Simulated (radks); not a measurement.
**Zn⁴⁺ in [Ar] 3d7 4p1: an all-electron calculation**

Aim: the levels, the sizes of the orbitals and the parts of the energy of the zinc ion Zn4+.

The numbers are computed with radks (a radial shooting solver on a logarithmic mesh, Libxc functionals) version 1 (Dirac Kohn-Sham, PBE, spin-unpolarised, spherical densities, point nucleus; open shells are shared between the two j in proportion to 2j + 1), except any that are marked as measured or tabulated.

### 1 The atom as given

| Property | Result |
| --- | --- |
| element | zinc (Z = 30) |
| charge | +4 |
| electrons | 26 |
| configuration | [Ar] 3d7 4p1 |

The outer shells:

Zn⁴⁺
```
[Ar] core
3d [↑↓][↑↓][↑ ][↑ ][↑ ]
4p [↑ ][  ][  ]
```

### 2 Self-consistent calculation

The run's settings:

```text
Z 30
configuration [Ar] 3d7 4p1 4s0 4d0 5p0 4f0
relativity Dirac
functional pbe,pbe
spin unpolarised
j_filling average
nucleus point
c 137.035999084
```

Started as:

```bash
$ python run_ks.py task.json out
```

All runs below come from this command, one after another.

**Question.** What will this run give?

The runs gave:

```
                        quantity                   value
                    total energy     -1789.89814 hartree
exchange-correlation share of it                  3.85 %
                            −T/E                  1.0188
          highest occupied level       4p3/2, -42.539 eV
    most extended occupied level  4p3/2, <r> = 2.02 bohr
 radius at density 0.001 e/bohr³               3.19 bohr
    maxima of the radial density                       3
```

**Reading.** 4 principal shells are occupied and 3 maxima appear in the radial density; where shells overlap, one shows as a shoulder or not at all. −T/E is 1.019: with relativity the kinetic term as defined here no longer equals −E. This is not the tabulated ground configuration, so its levels and sizes aren't those of the ground state, and no measured value stands beside it.
